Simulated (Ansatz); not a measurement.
Predict the output of the script below (Ansatz 0.2.0 through its Python package).

`c4h8geo_deck.py`:
```python
# -*- coding: utf-8 -*-
"""Run C4H8GeO from an input written out key by key."""

import ansatz as az


def main():
    deck = {
        "crystal": {
            "periodic": [False, False, False],
            "atoms": [
                {"symbol": "Ge", "position_ang": [2.5489, -0.1699, 0.6869]},
                {"symbol": "O", "position_ang": [1.2788, -0.6196, -0.5265]},
                {"symbol": "C", "position_ang": [-0.0443, -0.2167, -0.37]},
                {"symbol": "C", "position_ang": [-0.7491, 0.5246, 0.572]},
                {"symbol": "C", "position_ang": [-2.011, 0.3451, -0.198]},
                {"symbol": "C", "position_ang": [-1.2875, -0.417, -1.1668]},
                {"symbol": "H", "position_ang": [2.1593, -0.7409, 2.0743]},
                {"symbol": "H", "position_ang": [3.9146, -0.7563, 0.2474]},
                {"symbol": "H", "position_ang": [2.6499, 1.3742, 0.7769]},
                {"symbol": "H", "position_ang": [-0.4879, 1.0288, 1.4927]},
                {"symbol": "H", "position_ang": [-2.3973, 1.3112, -0.5913]},
                {"symbol": "H", "position_ang": [-2.76, -0.2522, 0.3676]},
                {"symbol": "H", "position_ang": [-1.5885, -1.4874, -1.2032]},
                {"symbol": "H", "position_ang": [-1.2259, 0.0761, -2.1621]},
            ],
        },
        "basis": {"gaussian": {"orbitals": "def2-SVP"}},
        "hamiltonian": {"xc": {"name": "wB97X"}},
        "accuracy": "medium",
        "scf": {"lower_state_search": "light"},
    }
    session = az.Session.from_dict(deck)
    data = session.plan(threads=1).execute().report

    for key in ("converged", "free_energy_ev", "reference_energy_ev", "n_frozen", "n_occupied", "n_virtual"):
        print(f"{key:22s} {data[key]}")
    symbols = ["Ge", "O", "C", "C", "C", "C", "H", "H", "H", "H", "H", "H", "H", "H"]


if __name__ == "__main__":
    main()
```

```console
$ python c4h8geo_deck.py
converged              True
free_energy_ev         -62829.75376620812
reference_energy_ev    -62829.75376620812
n_frozen               0
n_occupied             [36, 36]
n_virtual              [106, 106]
```

Reading the output:
- The settings weren't tested for convergence.
- The geometry is a force-field or estimated start, not a minimum of this method, and the basis set is short of its limit.
- Timing: 18 s on 1 thread of Arm Neoverse V2 (shared host), peak memory 0.48 GiB.
